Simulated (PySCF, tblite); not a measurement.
**H10NOPSi3, a small molecule taken as a stand-in for a surface group (Si site with back bonds N[SiH3], O, [PH][SiH3]): NMR shifts, core binding energies and electronic excitations**

Wanted: the NMR shifts, core binding energies and electronic excitations for `O[SiH](N[SiH3])P[SiH3]`.

Programs: tblite 0.8.0 and PySCF 2.14.0. All values are calculated, for the isolated system unless a continuum is named. Atoms count from 0, parts from 1.

## 1. The system as given

16 atoms, charge 0, multiplicity 1; geometry: distance geometry start.

## 2. Relaxing the cluster with GFN2-xTB

Job settings and geometry (Å):

```
{"job": {"kind": "relax", "xc": "GFN2-xTB", "basis": "xTB"}, "charge": 0, "multiplicity": 1}
Si     0.639146     1.382955     0.681916
N     -1.133359     1.346419     0.344598
Si    -1.642035     1.532963    -1.396199
O      0.963630     0.714443     2.278710
P      1.676759     0.186240    -0.800632
Si     1.147439    -1.950799    -0.878513
H      1.090657     2.723922     0.625678
H     -1.685311     0.673095     0.865346
H     -2.425222     2.706039    -1.536016
H     -2.390083     0.397471    -1.813337
H     -0.473945     1.638951    -2.201479
H      0.520500     1.033960     3.106931
H      1.915556     0.773099    -2.021512
H     -0.060865    -2.136719    -0.187397
H      2.206164    -2.712428    -0.238555
H      1.032425    -2.346040    -2.226582
```

With the program's defaults for keys left out, this is: GFN2-xTB geometry optimisation, gas phase.

On the command line:

```bash
> OMP_NUM_THREADS=1 python cluster_run.py task.json out
```

This one command runs all jobs of the session in turn.

**Question.** The jobs that follow are: PBE0-D3(BJ)/def2-SVP geometry optimisation, gas phase; GIAO PBE0/pcSseg-1 NMR shielding, non-relativistic, gas phase; delta-SCF UKS SCAN, pcX-2 on the ionised atom, pcseg-1 elsewhere, spin-free X2C; TDDFT CAM-B3LYP/def2-SVPD, vertical, gas phase, core orbitals frozen in the response. Predict: point group; rotational constants (main isotopes); 1H shifts against TMS (PBE0/pcSseg-1); 29Si shifts against TMS (PBE0/pcSseg-1); 15N shifts against NH3 (PBE0/pcSseg-1); 17O shifts against H2O (PBE0/pcSseg-1); 31P shifts against H3PO4 (PBE0/pcSseg-1); Si2p binding energies, SCAN/pcX-2 (standing for 2 of 3 atoms); N1s binding energies, SCAN/pcX-2; O1s binding energies, SCAN/pcX-2; P2p binding energies, SCAN/pcX-2; lowest singlet (CAM-B3LYP/def2-SVPD); brightest single state of those computed; lowest triplet; vertical ionisation energy (ΔSCF).

As calculated:

```
                                                     quantity                                                           value
                                                  point group                                                              C1
                         rotational constants (main isotopes)                                            2.42, 0.72, 0.70 GHz
                        1H shifts against TMS (PBE0/pcSseg-1)  5.34, 4.71, 4.62, 4.59, 4.24, 4.21, 4.16, 1.38, 0.79, 0.74 ppm
                      29Si shifts against TMS (PBE0/pcSseg-1)                                           0.4, -54.1, -76.2 ppm
                       15N shifts against NH3 (PBE0/pcSseg-1)                                                        39.6 ppm
                       17O shifts against H2O (PBE0/pcSseg-1)                                                        70.5 ppm
                     31P shifts against H3PO4 (PBE0/pcSseg-1)                                                      -296.1 ppm
Si2p binding energies, SCAN/pcX-2 (standing for 2 of 3 atoms)                                       Si0 107.54, Si2 107.40 eV
                             N1s binding energies, SCAN/pcX-2                                                    N1 404.31 eV
                             O1s binding energies, SCAN/pcX-2                                                    O3 538.44 eV
                             P2p binding energies, SCAN/pcX-2                                                    P4 135.95 eV
                         lowest singlet (CAM-B3LYP/def2-SVPD)                                     6.00 eV (206 nm), f = 0.006
                     brightest single state of those computed                                     state 6, 7.12 eV, f = 0.132
                                               lowest triplet                                                         5.45 eV
                            vertical ionisation energy (ΔSCF)                                                         9.05 eV
```

The start of the PBE0/def2-SVP relaxation was shaken at random by about 0.01 Å, so part of the energy gained, and of the first lengths quoted, undoes that. Over 15 steps the energy fell by 0.337 eV; of the close pairs, Si0–O3 changed most, 1.609 to 1.670 Å (PBE0/def2-SVP). No frequency check was run at this level, so the end point may be a saddle. Hydrogens of an XH3 group are listed apart at this fixed geometry; free rotation makes them one line at their mean. At PBE0/pcSseg-1: The largest span, 190 ppm, is at P4, where the paramagnetic term is -364 ppm. At SCAN/pcX-2: Si0 (silicon bonded to N, O, P, H) binds its Si2p electron 0.14 eV more tightly than Si2 (silicon bonded to N, 3 H). Only 2 of the 3 Si atoms are covered by sound results. The lowest singlet, at 6.00 eV, is HOMO→LUMO 0.66, HOMO→LUMO+1 0.11 and is weak; of the 6 states computed, the strongest absorption comes from state 6 at 7.12 eV (the last computed, so partners may be missing). The lowest triplet lies 0.55 eV below the lowest singlet (triplets in Tamm-Dancoff, singlets in full TDDFT). The orbital energy would give 8.42 eV for ionisation, ΔSCF gives 9.05 eV. A capped cluster stands for the solid here, so long-range fields and strain are missing, and bands or shifts of the capping hydrogens have no counterpart in it.
